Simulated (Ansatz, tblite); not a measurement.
# Ga9Sb10 wurtzite ring sphere (Ga₉Sb₁₀H₂₆+): a ladder of methods and basis sets

How do method and basis change the picture of Ga9Sb10 wurtzite ring sphere (Ga₉Sb₁₀H₂₆+) (singlet)?

Computed with Ansatz 0.2.0, Gaussian basis. Level: as each input shows.

The runs, in order: GFN1-xTB, PBE-D4/def2-TZVP, r2SCAN-D4/def2-TZVP, B3LYP-D4/def2-TZVP, PBE-D4/def2-SVP, PBE0-D4/def2-SVP, MP2/def2-TZVP, RPA/def2-TZVP.

2 further runs of the same task are left out: 2 for a known fault of the program.

**1. The structure**

The singlet was relaxed beforehand with r2SCAN-D4/def2-SVP.

45 atoms, charge 1, spin multiplicity 1.

Bond lengths: Sb1–Ga2 2.754 Å, Sb1–Ga5 2.645 Å, Sb1–H20 1.699 Å, Sb1–H21 1.698 Å, Ga2–Sb7 2.694 Å, Ga2–H22 1.556 Å, Ga2–H23 1.556 Å, Sb3–Ga4 2.710 Å, Sb3–Ga5 2.662 Å, Sb3–H24 1.700 Å, Sb3–H25 1.696 Å, Ga4–Sb9 2.710 Å, Ga4–H26 1.557 Å, Ga4–H27 1.552 Å, Ga5–Sb6 2.654 Å, Ga5–Sb14 2.631 Å, Sb6–Ga8 2.702 Å, Sb6–Ga10 2.654 Å and more. Angles: Ga2–Sb1–Ga5 118.9°, Ga2–Sb1–H20 114.5°, Ga2–Sb1–H21 114.3°, Ga5–Sb1–H20 105.1°, Ga5–Sb1–H21 104.1°, H20–Sb1–H21 97.2°, Sb1–Ga2–Sb7 95.6°, Sb1–Ga2–H22 103.6°, Sb1–Ga2–H23 103.6°, Sb7–Ga2–H22 109.2°, Sb7–Ga2–H23 109.5°, H22–Ga2–H23 129.5°, Ga4–Sb3–Ga5 126.7°, Ga4–Sb3–H24 106.8°, Ga4–Sb3–H25 112.8°, Ga5–Sb3–H24 104.5°, Ga5–Sb3–H25 104.8°, H24–Sb3–H25 97.1° and more.

Sb takes a core potential in the def2 sets. No spin-orbit coupling is included. The ion is computed in the gas phase, without counter-ions or solvent.

PBE0-D4/def2-TZVP was run before; its log isn't repeated, and its numbers join the tables.

**2. GFN1-xTB**

Tight binding, by tblite at 300 K electronic temperature and without a spin-polarisation term:

```python
tblite.interface.Calculator('GFN1-xTB', numbers, positions, charge=1, uhf=0).singlepoint()
```

Energy -1388.3791 eV, HOMO -12.93 eV, LUMO -10.10 eV; 0.33 s.

**3. PBE-D4/def2-TZVP**

start.molden holds the orbitals of an earlier run on this state, given as this run's starting guess.

in.yaml reads:

```yaml
crystal:
  periodic: [false, false, false]
  atoms:
    - {symbol: Sb, position_ang: [0.677302, -4.515580, -0.141758]}
    - {symbol: Ga, position_ang: [0.701416, -4.763656, 2.600688]}
    - {symbol: Sb, position_ang: [0.677439, -2.015670, -3.869321]}
    - {symbol: Ga, position_ang: [-1.054550, -0.609720, -5.407295]}
    - {symbol: Ga, position_ang: [0.736699, -2.095750, -1.208853]}
    - {symbol: Sb, position_ang: [-1.352556, -0.781280, -0.233427]}
    - {symbol: Sb, position_ang: [0.769809, -2.118521, 3.105360]}
    - {symbol: Ga, position_ang: [-1.469167, -0.848062, 2.464891]}
    - {symbol: Sb, position_ang: [-1.404692, 1.593746, -3.869764]}
    - {symbol: Ga, position_ang: [-1.444871, 1.685191, -1.209233]}
    - {symbol: Sb, position_ang: [-3.570341, 2.843902, -0.142648]}
    - {symbol: Sb, position_ang: [-1.447769, 1.726320, 3.104876]}
    - {symbol: Ga, position_ang: [-3.771216, 2.992150, 2.599858]}
    - {symbol: Sb, position_ang: [2.810002, -0.722088, -0.351465]}
    - {symbol: Ga, position_ang: [3.002847, -0.940594, 2.310531]}
    - {symbol: Ga, position_ang: [2.684515, 1.548550, -1.796627]}
    - {symbol: Sb, position_ang: [0.781557, 2.793559, -0.351722]}
    - {symbol: Sb, position_ang: [2.756825, 1.589850, 3.127526]}
    - {symbol: Ga, position_ang: [0.689728, 3.069890, 2.310309]}
    - {symbol: H, position_ang: [-0.615951, -5.306747, -0.907939]}
    - {symbol: H, position_ang: [1.932412, -5.345801, -0.928896]}
    - {symbol: H, position_ang: [-0.717449, -5.310609, 2.930101]}
    - {symbol: H, position_ang: [2.095698, -5.386633, 2.898180]}
    - {symbol: H, position_ang: [0.543607, -3.642782, -4.341846]}
    - {symbol: H, position_ang: [2.294085, -1.794343, -4.332010]}
    - {symbol: H, position_ang: [-2.395140, -1.383124, -5.232832]}
    - {symbol: H, position_ang: [-0.305165, -0.177697, -6.696120]}
    - {symbol: H, position_ang: [-2.726571, -1.573903, -0.851434]}
    - {symbol: H, position_ang: [0.841837, -1.970310, 4.799556]}
    - {symbol: H, position_ang: [-2.767167, -1.596188, 2.906503]}
    - {symbol: H, position_ang: [-2.879519, 2.293432, -4.342933]}
    - {symbol: H, position_ang: [-0.402400, 2.881523, -4.332003]}
    - {symbol: H, position_ang: [-4.902057, 2.117137, -0.906730]}
    - {symbol: H, position_ang: [-3.663916, 4.344729, -0.931902]}
    - {symbol: H, position_ang: [-1.283851, 1.714708, 4.799105]}
    - {symbol: H, position_ang: [-4.955559, 2.039037, 2.931046]}
    - {symbol: H, position_ang: [-3.611065, 4.511269, 2.895258]}
    - {symbol: H, position_ang: [4.105682, -1.645516, -0.953245]}
    - {symbol: H, position_ang: [4.343405, -1.600235, 2.755188]}
    - {symbol: H, position_ang: [1.907859, 1.099974, -3.096897]}
    - {symbol: H, position_ang: [4.030773, 2.325251, -1.768091]}
    - {symbol: H, position_ang: [0.630134, 4.377295, -0.953778]}
    - {symbol: H, position_ang: [2.767326, 1.596400, 4.825140]}
    - {symbol: H, position_ang: [4.212317, 2.428945, 2.879302]}
    - {symbol: H, position_ang: [0.789795, 4.560654, 2.754848]}
basis:
  gaussian: {orbitals: def2-TZVP, fitting: {mean_field: def2-universal-jkfit}, initial_orbitals: start.molden}
total_charge: 1
hamiltonian: {xc: pbe, dispersion: d4}
scf: {omitted_lower_state_checks: [starts]}
output: {orbitals: {seedname: orbitals}}
```

Launch:

```
$ ansatz run in.yaml --threads 11 --pin off --events-out ev --progress --plain --max-ram 110592MiB --backend cuda --devices 0, --max-vram 75GiB
```

Output:

```text
Functional definition: PBE
  name "PBE"
  cite "Perdew, Burke & Ernzerhof, Phys. Rev. Lett. 77, 3865 (1996) doi:10.1103/PhysRevLett.77.3865"
  parent pbe
  parameter kappa = 0.804
  parameter beta = 0.06672455060314922
  exchange = pbe_x(kappa = kappa, mu = beta*pi^2/3)
  correlation = pbe_c(beta = beta)
these checks for a lower state are left out or cut short: starts
5042 factors; integrals over basis functions are off by at most 6.9e-1 eV
mean field evaluation 1: about -537132.5990 eV, gradient 2.7e1 eV
mean field evaluation 2: about -537133.5180 eV, gradient 1.1e0 eV
mean field evaluation 4: about -537133.5306 eV, gradient 8.1e-2 eV
mean field -537133.53059177 eV, -19739.2931670641 hartree, gradient 7.6e-5 eV, S^2 0.000000; 0 other end points of the search recorded, 0 dependent functions left out
reference -537133.53072097 eV, -19739.2931718120 hartree; 267, 267 occupied and 821, 821 virtual orbitals, 5042 factors
Total energy: -537137.44081805 eV, -19739.4368652293 hartree
Checks for a lower state left out: starts
```

Wall time 5.5 s (1 × H100 with 11 threads of AMD EPYC 7R13, shared host); peak host memory 1.4 GiB.

Report: HOMO -8.29 eV, LUMO -5.25 eV.

**4. r2SCAN-D4/def2-TZVP**

in.yaml, as its differences from that of step 3:

```diff
@@ -51,4 +51,4 @@
 total_charge: 1
-hamiltonian: {xc: pbe, dispersion: d4}
+hamiltonian: {xc: r2scan, dispersion: d4}
 scf: {omitted_lower_state_checks: [starts]}
-output: {orbitals: {seedname: orbitals}}
+output: {forces: true, orbitals: {seedname: orbitals}}
```

Same command.

Output, cut to the lines that bear on the results:

```text
Functional definition: r2SCAN
  name "r2SCAN"
  cite "Furness, Kaplan, Ning, Perdew & Sun, J. Phys. Chem. Lett. 11, 8208 (2020) doi:10.1021/acs.jpclett.0c02405"
  cite "Furness, Kaplan, Ning, Perdew & Sun, J. Phys. Chem. Lett. 11, 9248 (2020) doi:10.1021/acs.jpclett.0c03077"
  parent r2scan
[...]
5042 factors; integrals over basis functions are off by at most 6.9e-1 eV
[...]
mean field -537231.46434102 eV, -19742.8921659672 hartree, gradient 1.6e-5 eV, S^2 0.000000; 0 other end points of the search recorded, 0 dependent functions left out
[...]
reference -537231.46438287 eV, -19742.8921675050 hartree; 267, 267 occupied and 821, 821 virtual orbitals, 5042 factors
Total energy: -537232.51358033 eV, -19742.9307248007 hartree
Atom 0 at     0.677302    -4.515580    -0.141758 Å, force    -0.000272    -0.052537    -0.064941 eV/Å
[...]
Atom 36 at    -3.611065     4.511269     2.895258 Å, force    -0.003762    -0.031010    -0.008154 eV/Å
Atom 37 at     4.105682    -1.645516    -0.953245 Å, force    -0.079650     0.054610     0.035654 eV/Å
Atom 38 at     4.343405    -1.600235     2.755188 Å, force    -0.017003     0.008903    -0.006756 eV/Å
Atom 39 at     1.907859     1.099974    -3.096897 Å, force     0.007224     0.004243     0.020089 eV/Å
Atom 40 at     4.030773     2.325251    -1.768091 Å, force    -0.022465    -0.013073     0.002329 eV/Å
Atom 41 at     0.630134     4.377295    -0.953778 Å, force     0.007502    -0.096234     0.035681 eV/Å
Atom 42 at     2.767326     1.596400     4.825140 Å, force     0.004033     0.002125    -0.109512 eV/Å
Atom 43 at     4.212317     2.428945     2.879302 Å, force    -0.089012    -0.051128     0.018983 eV/Å
Atom 44 at     0.789795     4.560654     2.754848 Å, force    -0.000783    -0.019599    -0.006764 eV/Å
Dipole moment:    -0.071761    -0.041788    -0.607258 e Å
Checks for a lower state left out: starts
```

Wall time 8 s (1 × H100 with 11 threads of AMD EPYC 7R13, shared host); peak host memory 1.6 GiB.

Report: HOMO -8.52 eV, LUMO -5.14 eV.

**5. B3LYP-D4/def2-TZVP**

in.yaml, as its differences from that of step 4:

```diff
@@ -51,4 +51,4 @@
 total_charge: 1
-hamiltonian: {xc: r2scan, dispersion: d4}
+hamiltonian: {xc: {name: B3LYP}, dispersion: d4}
 scf: {omitted_lower_state_checks: [starts]}
-output: {forces: true, orbitals: {seedname: orbitals}}
+output: {orbitals: {seedname: orbitals}}
```

The command is unchanged.

Output, cut to the lines that bear on the results:

```text
Functional definition: B3LYP
  name "B3LYP"
  cite "Stephens, Devlin, Chabalowski & Frisch, J. Phys. Chem. 98, 11623 (1994) doi:10.1021/j100096a001"
  cite "Becke, Phys. Rev. A 38, 3098 (1988) doi:10.1103/PhysRevA.38.3098"
  cite "Lee, Yang & Parr, Phys. Rev. B 37, 785 (1988) doi:10.1103/PhysRevB.37.785"
  cite "Vosko, Wilk & Nusair, Can. J. Phys. 58, 1200 (1980) doi:10.1139/p80-159"
[...]
5042 factors; integrals over basis functions are off by at most 6.9e-1 eV
[...]
mean field -537241.05723626 eV, -19743.2446983649 hartree, gradient 2.3e-5 eV, S^2 0.000000; 0 other end points of the search recorded, 0 dependent functions left out
reference -537241.05798166 eV, -19743.2447257577 hartree; 267, 267 occupied and 821, 821 virtual orbitals, 5042 factors
Total energy: -537247.47800975 eV, -19743.4806574386 hartree
Checks for a lower state left out: starts
```

Wall time 8.5 s (1 × H100 with 11 threads of AMD EPYC 7R13, shared host); peak host memory 1.4 GiB.

HOMO -8.98 eV, LUMO -4.78 eV.

**6. PBE-D4/def2-SVP**

in.yaml, as its differences from that of step 5:

```diff
@@ -49,5 +49,5 @@
 basis:
-  gaussian: {orbitals: def2-TZVP, fitting: {mean_field: def2-universal-jkfit}, initial_orbitals: start.molden}
+  gaussian: {orbitals: def2-SVP, fitting: {mean_field: def2-universal-jkfit}, initial_orbitals: start.molden}
 total_charge: 1
-hamiltonian: {xc: {name: B3LYP}, dispersion: d4}
+hamiltonian: {xc: pbe, dispersion: d4}
 scf: {omitted_lower_state_checks: [starts]}
```

Same command.

Output:

```text
Functional definition: PBE
  name "PBE"
  cite "Perdew, Burke & Ernzerhof, Phys. Rev. Lett. 77, 3865 (1996) doi:10.1103/PhysRevLett.77.3865"
  parent pbe
  parameter kappa = 0.804
  parameter beta = 0.06672455060314922
  exchange = pbe_x(kappa = kappa, mu = beta*pi^2/3)
  correlation = pbe_c(beta = beta)
these checks for a lower state are left out or cut short: starts
5042 factors; integrals over basis functions are off by at most 3.4e-1 eV
mean field evaluation 1: about -537069.1209 eV, gradient 5.8e1 eV
mean field evaluation 2: about -537070.3436 eV, gradient 2.1e0 eV
mean field evaluation 4: about -537070.3799 eV, gradient 6.5e-2 eV
mean field -537070.37987642 eV, -19736.9724210798 hartree, gradient 3.6e-5 eV, S^2 0.000000; 0 other end points of the search recorded, 0 dependent functions left out
reference -537070.37999171 eV, -19736.9724253167 hartree; 267, 267 occupied and 411, 411 virtual orbitals, 5042 factors
Total energy: -537074.29008879 eV, -19737.1161187340 hartree
Checks for a lower state left out: starts
```

Wall time 3.4 s (1 × H100 with 11 threads of AMD EPYC 7R13, shared host); peak host memory 1.3 GiB.

Report: HOMO -8.27 eV, LUMO -5.18 eV.

**7. PBE0-D4/def2-SVP**

in.yaml, as its differences from that of step 6:

```diff
@@ -51,3 +51,3 @@
 total_charge: 1
-hamiltonian: {xc: pbe, dispersion: d4}
+hamiltonian: {xc: pbe0, dispersion: d4}
 scf: {omitted_lower_state_checks: [starts]}
```

Launched as before.

Output:

```text
Functional definition: PBE0
  name "PBE0"
  cite "Adamo & Barone, J. Chem. Phys. 110, 6158 (1999) doi:10.1063/1.478522"
  cite "Perdew, Burke & Ernzerhof, Phys. Rev. Lett. 77, 3865 (1996) doi:10.1103/PhysRevLett.77.3865"
  parent pbe
  parameter a = 0.25
  parameter kappa = 0.804
  parameter beta = 0.06672455060314922
  exchange = (1 - a)*pbe_x(kappa = kappa, mu = beta*pi^2/3) + a*exact_x
  correlation = pbe_c(beta = beta)
these checks for a lower state are left out or cut short: starts
5042 factors; integrals over basis functions are off by at most 3.4e-1 eV
mean field evaluation 1: about -537084.5289 eV, gradient 5.4e1 eV
mean field evaluation 2: about -537084.9955 eV, gradient 6.3e-1 eV
mean field evaluation 4: about -537084.9997 eV, gradient 1.5e-3 eV
mean field -537084.99974056 eV, -19737.5096911774 hartree, gradient 2.4e-5 eV, S^2 0.000000; 0 other end points of the search recorded, 0 dependent functions left out
reference -537084.99982671 eV, -19737.5096943434 hartree; 267, 267 occupied and 411, 411 virtual orbitals, 5042 factors
Total energy: -537088.60351468 eV, -19737.6421274336 hartree
Checks for a lower state left out: starts
```

Wall time 5.5 s (1 × H100 with 11 threads of AMD EPYC 7R13, shared host); peak host memory 1.3 GiB.

HOMO -9.16 eV, LUMO -4.55 eV.

**8. MP2/def2-TZVP**

in.yaml, as its differences from that of step 7:

```diff
@@ -49,5 +49,5 @@
 basis:
-  gaussian: {orbitals: def2-SVP, fitting: {mean_field: def2-universal-jkfit}, initial_orbitals: start.molden}
+  gaussian: {orbitals: def2-TZVP, initial_orbitals: start.molden}
 total_charge: 1
-hamiltonian: {xc: pbe0, dispersion: d4}
+correlation: {method: mp2}
 scf: {omitted_lower_state_checks: [starts]}
```

The command is unchanged.

Output:

```text
Functional definition: HF
  name "HF"
  cite "Fock, Z. Phys. 61, 126 (1930) doi:10.1007/BF01340294"
  parent pbe
  exchange = exact_x
  correlation = 0
these checks for a lower state are left out or cut short: starts
8826 factors; integrals over basis functions are off by at most 1.2e-3 eV
mean field evaluation 1: about -536521.9394 eV, gradient 7.4e1 eV
mean field evaluation 2: about -536528.2468 eV, gradient 6.3e0 eV
mean field evaluation 4: about -536529.3628 eV, gradient 1.7e0 eV
mean field evaluation 8: about -536529.3740 eV, gradient 1.5e-4 eV
mean field -536529.37404728 eV, -19717.0908235661 hartree, gradient 2.0e-6 eV, S^2 0.000000; 0 other end points of the search recorded, 0 dependent functions left out
121 core orbitals not correlated: weight in the atoms' cores, before any rotation towards them, 1.000 or more for the frozen orbitals, at most 0.000 for the correlated occupied ones
reference -536529.37404728 eV, -19717.0908235661 hartree; 146, 146 occupied and 821, 821 virtual orbitals, 8826 factors
second order -154.23102603 eV of doubles, -0.00000000 eV of singles
Total energy: -536683.60507331 eV, -19722.7587092311 hartree
Checks for a lower state left out: starts
```

Wall time 19 s (1 × H100 with 11 threads of AMD EPYC 7R13, shared host); peak host memory 2.4 GiB.

Hartree-Fock HOMO -11.03 eV, LUMO -1.72 eV.

**9. RPA/def2-TZVP**

in.yaml, as its differences from that of step 8:

```diff
@@ -51,4 +51,4 @@
 total_charge: 1
-correlation: {method: mp2}
+hamiltonian: {xc: pbe}
+correlation: {method: rpa}
 scf: {omitted_lower_state_checks: [starts]}
-output: {orbitals: {seedname: orbitals}}
```

Launched as before.

Output, cut to the lines that bear on the results:

```text
Functional definition: PBE
  name "PBE"
  cite "Perdew, Burke & Ernzerhof, Phys. Rev. Lett. 77, 3865 (1996) doi:10.1103/PhysRevLett.77.3865"
  parent pbe
[...]
8826 factors; integrals over basis functions are off by at most 1.2e-3 eV
[...]
mean field -537133.51839830 eV, -19739.2927189622 hartree, gradient 8.2e-7 eV, S^2 0.000000; 0 other end points of the search recorded, 0 dependent functions left out
121 core orbitals not correlated: weight in the atoms' cores, before any rotation towards them, 1.000 or more for the frozen orbitals, at most 0.000 for the correlated occupied ones
reference -536516.60816652 eV, -19716.6216861009 hartree; 146, 146 occupied and 821, 821 virtual orbitals, 8826 factors
Total energy: -536739.88230175 eV, -19724.8268592300 hartree
Checks for a lower state left out: starts
```

Wall time 22 s (1 × H100 with 11 threads of AMD EPYC 7R13, shared host); peak host memory 17 GiB.

**10. Levels side by side**

```
              level  functions  HOMO (eV)  LUMO (eV)  gap (eV)   time
    PBE-D4/def2-SVP        678      -8.27      -5.18      3.09  3.4 s
   PBE-D4/def2-TZVP       1088      -8.29      -5.25      3.04  5.5 s
r2SCAN-D4/def2-TZVP       1088      -8.52      -5.14      3.38    8 s
 B3LYP-D4/def2-TZVP       1088      -8.98      -4.78      4.20  8.5 s
   PBE0-D4/def2-SVP        678      -9.16      -4.55      4.61  5.5 s
  PBE0-D4/def2-TZVP       1088      -9.15      -4.60      4.55   13 s
```

The pieces so far (eV):

```
    basis            HF  MP2 correlation               total
def2-TZVP  -536529.3740        -154.2310  -536683.6051 (MP2)
```

**11. Outcome**

```
                                                 quantity                                value
gap in def2-TZVP, named functionals, smallest and largest  3.04 eV (PBE-D4), 4.55 eV (PBE0-D4)
                        correlation energy, MP2/def2-TZVP                           -154.23 eV
          PBE0 total energy, smallest basis above largest       62.62 eV (def2-SVP, def2-TZVP)
```

**Reading.** Over the named functionals in def2-TZVP the gap runs from 3.04 eV (PBE-D4) to 4.55 eV (PBE0-D4); exact exchange widens it.

The slowest run with a step of its own, RPA/def2-TZVP, took 22 s; the quickest functional in def2-TZVP took 5.5 s (shared host).
